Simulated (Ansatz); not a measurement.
**GaSiP (triplet): inputs that go wrong at distance Ga1–Si2 = 2.554 Å**

3 inputs are run for GaSiP (triplet) as typed; the log has to tell whether the result can be used and what must change.

The runs use Ansatz 0.2.0, Gaussian basis; the settings change from run to run.

34 further runs of the same task are left out: 3 for a known fault of the program, 2 for a mislabelled method, 21 that didn't finish, 8 set aside as unsound or not needed.

### Step 1. The system

The geometry derives from a PBE0/def2-TZVP stationary point (not a proven minimum). One bond is set to the value named and the two fragments are kept rigid. No spin-orbit coupling is included. The filled d shell of Ga may be among the frozen orbitals whatever the setting's name suggests; the logs give the count.

3 atoms, charge 0, spin multiplicity 3.

Atoms are counted from 1 here; the program's logs count them from 0.

Bond lengths: Ga1–Si2 2.554 Å, Si2–P3 2.106 Å. Angles: Ga1–Si2–P3 180.0°.

Geometry (Å):

```xyz
3

Ga    0.00000    0.00000    2.40463
Si    0.00000    0.00000   -0.14917
P     0.00000    0.00000   -2.25547
```

### Step 2. Attempt 1

The input, in.yaml:

```yaml
crystal:
  periodic: [false, false, false]
  atoms:
    - {symbol: Ga, position_ang: [0.000000, 0.000000, 2.404633]}
    - {symbol: Si, position_ang: [0.000000, 0.000000, -0.149167]}
    - {symbol: P, position_ang: [0.000000, 0.000000, -2.255467]}
basis:
  gaussian: {orbitals: cc-pVDZ}
magnetization: {spin_polarized: false, initial_magnetization: 2}
hamiltonian: {xc: pbe0}
correlation: {method: fic_mrcisd_q, electrons: outside_noble_gas, active_space: {window: {electrons: 4, orbitals: 4}}}
```

Command:

```sh
$ ansatz run in.yaml --threads 1 --pin off --events-out ev --progress --plain --max-ram 2393MiB
```

What it wrote:

```text
Error: invalid value for `correlation.active_space`: it starts from restricted Hartree–Fock orbitals; set hamiltonian.xc: hf without magnetization.spin_polarized
```

Run time: 0.03 s. Hardware: 1 thread of Arm Neoverse V1, shared host.

**Diagnosis.** The run was refused. An active space is asked on a functional's orbitals. To mend it, start from Hartree-Fock.

### Step 3. Attempt 2

The input, in.yaml:

```yaml
crystal:
  periodic: [false, false, false]
  atoms:
    - {symbol: Ga, position_ang: [0.000000, 0.000000, 1.272532]}
    - {symbol: Si, position_ang: [0.000000, 0.000000, -0.078939]}
    - {symbol: P, position_ang: [0.000000, 0.000000, -1.193593]}
basis:
  gaussian: {orbitals: cc-pVDZ}
magnetization: {spin_polarized: true, initial_magnetization: 2}
hamiltonian: {xc: {name: r2SCAN}}
correlation: {method: ccsd, electrons: valence}
scf: {lower_state_search: light}
```

Same command.

What it wrote:

```text
Functional definition: r2SCAN
  name "r2SCAN"
  cite "Furness, Kaplan, Ning, Perdew & Sun, J. Phys. Chem. Lett. 11, 8208 (2020) doi:10.1021/acs.jpclett.0c02405"
  cite "Furness, Kaplan, Ning, Perdew & Sun, J. Phys. Chem. Lett. 11, 9248 (2020) doi:10.1021/acs.jpclett.0c03077"
  parent r2scan
  parameter k0 = 0.174
  parameter k1 = 0.065
  parameter a1 = 4.9479
  exchange = r2scan_x(k0 = k0, k1 = k1, a1 = a1)
  correlation = r2scan_c
709 factors; integrals over basis functions are off by at most 3.1e-4 eV
mean field evaluation 1: about -69467.3341 eV, gradient 3.1e1 eV
mean field evaluation 2: about -69467.3291 eV, gradient 3.1e1 eV
mean field evaluation 4: about -69472.7261 eV, gradient 1.3e1 eV
mean field evaluation 8: about -69474.1546 eV, gradient 2.7e-1 eV
mean field evaluation 16: about -69474.1529 eV, gradient 5.2e-3 eV
mean field evaluation 32: about -69474.1508 eV, gradient 1.9e-1 eV
mean field evaluation 64: about -69470.6675 eV, gradient 2.0e0 eV
mean field -69474.15289721 eV, -2553.1280277004 hartree, gradient 5.0e-6 eV, S^2 2.016604; 4 other end points of the search recorded, 0 dependent functions left out
19 core orbitals not correlated: weight in the atoms' cores, before any rotation towards them, 0.999 or more for the frozen orbitals, at most 0.001 for the correlated occupied ones
reference -69397.80577424 eV, -2550.3223226810 hartree; 12, 10 occupied and 32, 34 virtual orbitals, 709 factors
second order -7.34914984 eV of doubles, -0.46636983 eV of singles
cycle   1  -7.44580584 eV  change    3.5e-1 eV  update   1.2e-1
cycle   2  -7.75299400 eV  change   -3.1e-1 eV  update   5.3e-2
cycle   3  -7.83291610 eV  change   -8.0e-2 eV  update   1.5e-2
cycle   4  -7.83241605 eV  change    5.0e-4 eV  update   4.8e-3
cycle   5  -7.83275748 eV  change   -3.4e-4 eV  update   2.3e-3
cycle   6  -7.83178585 eV  change    9.7e-4 eV  update   1.1e-3
cycle   7  -7.83178304 eV  change    2.8e-6 eV  update   6.1e-4
cycle   8  -7.83197790 eV  change   -1.9e-4 eV  update   3.5e-4
cycle   9  -7.83194182 eV  change    3.6e-5 eV  update   1.6e-4
cycle  10  -7.83191951 eV  change    2.2e-5 eV  update   7.1e-5
cycle  11  -7.83194986 eV  change   -3.0e-5 eV  update   2.9e-5
cycle  12  -7.83193431 eV  change    1.6e-5 eV  update   1.0e-5
WARN: the results are in doubt because among natural orbitals full CI differs from the method by -0.101 eV
Total energy: -69405.63770855 eV, -2550.6101409582 hartree
In doubt: among natural orbitals full CI differs from the method by -0.101 eV
```

Run time: 24 s. Hardware: 1 thread of Arm Neoverse V1, shared host.

**Diagnosis.** The run converged, which proves nothing about the input. The coordinates are scaled by the bohr-ångström factor. The shortest distance is 1.11 Å, against 2.11 Å in the geometry of step 1. Its energy belongs to another geometry. Cure: restore the coordinates in ångström.

### Step 4. Attempt 3

The input, in.yaml:

```yaml
crystal:
  periodic: [false, false, false]
  atoms:
    - {symbol: Ga, position_ang: [0.000000, 0.000000, 1.272532]}
    - {symbol: Si, position_ang: [0.000000, 0.000000, -0.078939]}
    - {symbol: P, position_ang: [0.000000, 0.000000, -1.193593]}
basis:
  gaussian: {orbitals: cc-pVDZ}
magnetization: {spin_polarized: false, initial_magnetization: 2}
correlation: {active_space: {window: {electrons: 2, orbitals: 6}}}
accuracy: high
```

Same command.

What it wrote:

```text
Functional definition: HF
  name "HF"
  cite "Fock, Z. Phys. 61, 126 (1930) doi:10.1007/BF01340294"
  parent pbe
  exchange = exact_x
  correlation = 0
1209 factors; integrals over basis functions are off by at most 4.4e-9 eV
mean field evaluation 1: about -69396.6108 eV, gradient 1.4e1 eV
mean field evaluation 2: about -69397.1769 eV, gradient 1.4e1 eV
mean field evaluation 4: about -69398.2293 eV, gradient 2.3e0 eV
mean field evaluation 8: about -69398.2882 eV, gradient 3.2e-1 eV
mean field evaluation 16: about -69398.2903 eV, gradient 8.2e-7 eV
mean field evaluation 32: about -69397.3903 eV, gradient 1.4e-8 eV
mean field evaluation 64: about -69398.2093 eV, gradient 1.4e0 eV
mean field evaluation 96: about -69396.2465 eV, gradient 1.3e1 eV
mean field -69398.29034509 eV, -2550.3401303314 hartree, gradient 3.1e-8 eV, S^2 2.000000; 12 other end points of the search recorded, 0 dependent functions left out
reference -69398.29034509 eV, -2550.3401303314 hartree; 31, 29 occupied and 32, 34 virtual orbitals, 1209 factors
state -69398.40671716 eV, -2550.3444069261 hartree
Total energy: -69398.40671716 eV, -2550.3444069261 hartree
```

Run time: 29 s. Hardware: 1 thread of Arm Neoverse V1, shared host; peak memory 0.27 GiB.

**Diagnosis.** The run converged, which proves nothing about the input. The coordinates are scaled by the bohr-ångström factor. The shortest distance is 1.11 Å, against 2.11 Å in the geometry of step 1. Its energy belongs to another geometry. Fix: restore the coordinates in ångström.

### Step 5. How the runs ended

| attempt | level | ended | cause | time |
| --- | --- | --- | --- | --- |
| 1 | MRCISD+Q(4,4)/cc-pVDZ | refused | an active space is asked on a functional's orbitals | 0.03 s |
| 2 | CCSD/cc-pVDZ | converged | the coordinates are scaled by the bohr-ångström factor | 24 s |
| 3 | CASSCF(2,6)/cc-pVDZ | converged | the coordinates are scaled by the bohr-ångström factor | 29 s |

1 refused, 2 converged. The input that converges on a wrong geometry or spin is the dangerous one: no error points at it, so geometry and ⟨S²⟩ have to be checked.
